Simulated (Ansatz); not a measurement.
# C₂H₇GeN: basis-set convergence

One table from this session's results is given with a row withheld; the runs are named, their logs left out.

Method: one geometry, several basis sets; program: Ansatz 0.2.0, Gaussian basis.

Levels to be run: PBE0-D4/def2-SVP; ωB97M-V/def2-SVP; PBE0-D4/def2-QZVPP; ωB97M-V/def2-QZVPP; the functionals' def2-TZVPP values are taken from earlier runs.

## The relaxed structure

All runs share one geometry, relaxed beforehand with PBE0-D4 in a triple-zeta def2 set.

SMILES `C=C[NH][GeH3]`, 11 atoms, charge 0, spin multiplicity 1.

Atoms are counted from 1 here; the program's logs count them from 0.

Bond lengths: C1–C2 1.334 Å, C1–H5 1.085 Å, C1–H6 1.081 Å, C2–N3 1.378 Å, C2–H7 1.088 Å, N3–Ge4 1.840 Å, N3–H8 1.009 Å, Ge4–H9 1.543 Å, Ge4–H10 1.534 Å, Ge4–H11 1.535 Å. Angles: C2–C1–H5 122.0°, C2–C1–H6 120.2°, H5–C1–H6 117.8°, C1–C2–N3 126.9°, C1–C2–H7 119.3°, N3–C2–H7 113.8°, C2–N3–Ge4 123.3°, C2–N3–H8 114.4°, Ge4–N3–H8 117.7°, N3–Ge4–H9 112.4°, N3–Ge4–H10 106.4°, N3–Ge4–H11 106.4°, H9–Ge4–H10 109.9°, H9–Ge4–H11 109.5°, H10–Ge4–H11 112.1°.

As a file:

```mol
C2H7GeN
  3D, bonds by distance, orders not assigned

 11 10  0  0  0  0  0  0  0  0999 V2000
   -0.3803    2.1152   -0.3229 C   0  0
   -0.4484    0.8529    0.1030 C   0  0
    0.0696   -0.2612   -0.5220 N   0  0
    0.4260   -1.8390    0.3559 Ge  0  0
    0.1468    2.3879   -1.2310 H   0  0
   -0.8703    2.9029    0.2314 H   0  0
   -0.9871    0.6296    1.0219 H   0  0
    0.5942   -0.0620   -1.3607 H   0  0
    1.6861   -1.7464    1.2416 H   0  0
    0.6268   -2.9038   -0.7301 H   0  0
   -0.7981   -2.1329    1.2338 H   0  0
  1  2  8  0
  2  3  8  0
  3  4  8  0
  1  5  8  0
  1  6  8  0
  2  7  8  0
  3  8  8  0
  4  9  8  0
  4 10  8  0
  4 11  8  0
M  END
```

The first run:

Input file in.yaml:

```yaml
crystal:
  periodic: [false, false, false]
  atoms:
    - {symbol: C, position_ang: [-0.380305, 2.115200, -0.322899]}
    - {symbol: C, position_ang: [-0.448420, 0.852879, 0.102978]}
    - {symbol: N, position_ang: [0.069636, -0.261173, -0.522043]}
    - {symbol: Ge, position_ang: [0.426041, -1.839032, 0.355894]}
    - {symbol: H, position_ang: [0.146791, 2.387856, -1.231006]}
    - {symbol: H, position_ang: [-0.870298, 2.902867, 0.231403]}
    - {symbol: H, position_ang: [-0.987128, 0.629621, 1.021950]}
    - {symbol: H, position_ang: [0.594176, -0.061985, -1.360704]}
    - {symbol: H, position_ang: [1.686147, -1.746427, 1.241563]}
    - {symbol: H, position_ang: [0.626776, -2.903801, -0.730150]}
    - {symbol: H, position_ang: [-0.798115, -2.132903, 1.233815]}
basis:
  gaussian: {orbitals: def2-SVP}
hamiltonian: {xc: pbe0, dispersion: d4}
output: {orbitals: {seedname: orbitals}}
```

Run with:

```
ansatz run in.yaml --threads 4 --pin off --events-out ev --progress --plain --max-ram 10444MiB
```

Among the steps run: PBE0-D4 in def2-SVP; ωB97M-V in def2-SVP; PBE0-D4 in def2-QZVPP; ωB97M-V in def2-QZVPP.

One of the session's tables, all rows but one given; the rest of the session is left out.

It belongs to the step «Density functionals: the series». 

```
functional       basis  HOMO (eV)  LUMO (eV)
   PBE0-D4    def2-SVP      -5.81       0.69
   PBE0-D4  def2-TZVPP      -5.92       0.40
   PBE0-D4  def2-QZVPP      -5.95       0.11
   ωB97M-V    def2-SVP      -7.98       2.55
   ωB97M-V  def2-TZVPP      -8.11       2.10
   ωB97M-V  def2-QZVPP          ?          ?
```

Estimate the missing values for ωB97M-V, def2-QZVPP.

**Answer.** HOMO (eV): -8.13; LUMO (eV): 1.49. In the column «HOMO (eV)» it is the lowest.
